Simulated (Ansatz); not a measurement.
**C₂H₁₀BNSi: a ladder of functionals and wavefunction methods**

An exercise on one series of results from a longer session: the logs are not shown, and one member is left open.

The runs use Ansatz 0.2.0, Gaussian basis; functionals in def2-TZVPP, the program's frozen cores in correlated methods.

Plan: PBE-D4, r2SCAN-D4, PBE0-D4, B3LYP-D4, ωB97X-V, ωB97M-V, B2PLYP; CCSD(T)/def2-TZVPP; MP2/def2-QZVPP; extrapolation to the limit.

### The geometry

All runs share one geometry, relaxed beforehand with PBE0-D4 in a triple-zeta def2 set.

15 atoms, charge 0, spin multiplicity 1.

Atoms are counted from 1 here; the program's logs count them from 0.

Bond lengths: B1–C2 1.561 Å, B1–N4 1.639 Å, B1–H6 1.201 Å, B1–H7 1.201 Å, C2–C3 1.500 Å, C2–N4 1.512 Å, C2–H8 1.089 Å, C3–H9 1.096 Å, C3–H10 1.092 Å, C3–H11 1.094 Å, N4–Si5 1.758 Å, N4–H12 1.011 Å, Si5–H13 1.482 Å, Si5–H14 1.487 Å, Si5–H15 1.478 Å. Angles: C2–B1–N4 56.3°, C2–B1–H6 118.4°, C2–B1–H7 119.7°, N4–B1–H6 111.8°, N4–B1–H7 112.1°, H6–B1–H7 119.8°, B1–C2–C3 124.3°, B1–C2–N4 64.4°, B1–C2–H8 119.0°, C3–C2–N4 113.8°, C3–C2–H8 113.5°, N4–C2–H8 109.7°, C2–C3–H9 113.0°, C2–C3–H10 109.3°, C2–C3–H11 110.9°, H9–C3–H10 107.7°, H9–C3–H11 108.8°, H10–C3–H11 106.9° and more.

The first run:

in.yaml

```yaml
crystal:
  periodic: [false, false, false]
  atoms:
    - {symbol: B, position_ang: [-0.933740, 0.566214, 0.970933]}
    - {symbol: C, position_ang: [-0.291636, -0.722419, 0.368432]}
    - {symbol: C, position_ang: [0.722384, -1.571159, 1.075936]}
    - {symbol: N, position_ang: [0.262407, 0.585680, -0.149088]}
    - {symbol: Si, position_ang: [-0.068709, 1.142748, -1.783347]}
    - {symbol: H, position_ang: [-0.548436, 0.949390, 2.041689]}
    - {symbol: H, position_ang: [-1.972892, 0.975526, 0.528599]}
    - {symbol: H, position_ang: [-0.809764, -1.244810, -0.434629]}
    - {symbol: H, position_ang: [1.474999, -1.992769, 0.400507]}
    - {symbol: H, position_ang: [0.215122, -2.403465, 1.569367]}
    - {symbol: H, position_ang: [1.231379, -0.999735, 1.857418]}
    - {symbol: H, position_ang: [1.171309, 0.798778, 0.239143]}
    - {symbol: H, position_ang: [0.011283, 2.622561, -1.798164]}
    - {symbol: H, position_ang: [0.935828, 0.581211, -2.725528]}
    - {symbol: H, position_ang: [-1.421534, 0.661548, -2.131967]}
basis:
  gaussian: {orbitals: def2-TZVPP}
hamiltonian: {xc: pbe, dispersion: d4}
output: {forces: true, orbitals: {seedname: orbitals}}
```

The run is started by

```console
$ ansatz run in.yaml --threads 4 --pin off --events-out ev --progress --plain --max-ram 10444MiB
```

Among the steps run: PBE-D4 (GGA); r2SCAN-D4 (meta-GGA); PBE0-D4 (hybrid); B3LYP-D4 (hybrid); ωB97X-V (range-separated); ωB97M-V (range-separated); B2PLYP (double hybrid); CCSD(T) in def2-TZVPP; MP2 in def2-QZVPP.

One of the session's tables, all rows but one given; the rest of the session is left out.

It belongs to the step «Atomisation energies». 

```
            method  atomisation energy (kJ/mol)
            PBE-D4                       5422.7
         r2SCAN-D4                       5365.7
           PBE0-D4                       5370.1
          B3LYP-D4                       5377.0
           ωB97X-V                       5385.5
           ωB97M-V                       5384.8
            B2PLYP                       5308.4
     HF/def2-TZVPP                       4002.3
    MP2/def2-TZVPP                       5264.8
   CCSD/def2-TZVPP                            ?
CCSD(T)/def2-TZVPP                       5228.4
           MP2/CBS                       5388.7
       CCSD(T)/CBS                       5352.3
```

Q: Estimate the row for CCSD/def2-TZVPP from the others.

**Answer.** atomisation energy (kJ/mol): 5166.4. In the column «atomisation energy (kJ/mol)» it lies between HF/def2-TZVPP (4002.3) and CCSD(T)/def2-TZVPP (5228.4).

Limits of these values: Free atoms (1 B, 2 C, 1 N, 1 Si, 10 H) were run apart at each level; the atomisation energy is their sum less the molecule, without zero-point or spin-orbit terms.
